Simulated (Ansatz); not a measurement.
# CH3BN2: basis-set convergence

One table from this session's results is given with a row withheld; the runs are named, their logs left out.

The runs use Ansatz 0.2.0, Gaussian basis; one geometry, several basis sets.

The runs, in order: PBE0-D4/def2-SVP; ωB97M-V/def2-SVP; PBE0-D4/def2-QZVPP; ωB97M-V/def2-QZVPP; the functionals' def2-TZVPP values are taken from earlier runs.

**The geometry**

All runs share one geometry, relaxed beforehand with PBE0-D4 in a triple-zeta def2 set.

7 atoms, charge 0, spin multiplicity 1.

Atoms are counted from 1 here; the program's logs count them from 0.

Bond lengths: N1–B2 1.383 Å, N1–H5 1.005 Å, N1–H6 1.004 Å, B2–C3 1.451 Å, B2–N4 1.446 Å, C3–N4 1.295 Å, C3–H7 1.087 Å. Angles: B2–N1–H5 122.3°, B2–N1–H6 123.2°, H5–N1–H6 114.5°, N1–B2–C3 162.1°, N1–B2–N4 144.7°, C3–B2–N4 53.1°, B2–C3–N4 63.2°, B2–C3–H7 166.8°, N4–C3–H7 130.0°, B2–N4–C3 63.6°.

Geometry (Å):

```
N    -0.7349    1.0918    0.1097
B    -0.0380   -0.0936   -0.0374
C     1.0316   -1.0741   -0.0540
N    -0.1440   -1.4876   -0.4072
H    -1.7190    1.1641   -0.0817
H    -0.3068    1.9470    0.4138
H     1.9723   -1.6157    0.0112
```

The first run:

in.yaml

```yaml
crystal:
  periodic: [false, false, false]
  atoms:
    - {symbol: N, position_ang: [-0.734866, 1.091842, 0.109685]}
    - {symbol: B, position_ang: [-0.038021, -0.093624, -0.037374]}
    - {symbol: C, position_ang: [1.031636, -1.074089, -0.054021]}
    - {symbol: N, position_ang: [-0.144037, -1.487572, -0.407243]}
    - {symbol: H, position_ang: [-1.718994, 1.164105, -0.081733]}
    - {symbol: H, position_ang: [-0.306847, 1.947033, 0.413843]}
    - {symbol: H, position_ang: [1.972331, -1.615696, 0.011243]}
basis:
  gaussian: {orbitals: def2-SVP}
hamiltonian: {xc: pbe0, dispersion: d4}
output: {orbitals: {seedname: orbitals}}
```

On the command line:

```bash
> ansatz run in.yaml --threads 2 --pin off --events-out ev --progress --plain --max-ram 4352MiB
```

Among the steps run: PBE0-D4 in def2-SVP; ωB97M-V in def2-SVP; PBE0-D4 in def2-QZVPP; ωB97M-V in def2-QZVPP.

One of the session's tables, all rows but one given; the rest of the session is left out.

```
functional       basis  HOMO (eV)  LUMO (eV)
   PBE0-D4    def2-SVP      -6.71      -0.20
   PBE0-D4  def2-TZVPP          ?          ?
   PBE0-D4  def2-QZVPP      -6.90      -0.57
   ωB97M-V    def2-SVP      -9.02       2.28
   ωB97M-V  def2-TZVPP      -9.19       1.85
   ωB97M-V  def2-QZVPP      -9.22       1.60
```

Q: Estimate the row for PBE0-D4, def2-TZVPP from the others.

As computed: HOMO (eV): -6.87; LUMO (eV): -0.49. In the column «HOMO (eV)» it lies between PBE0-D4, def2-QZVPP (-6.90) and PBE0-D4, def2-SVP (-6.71).
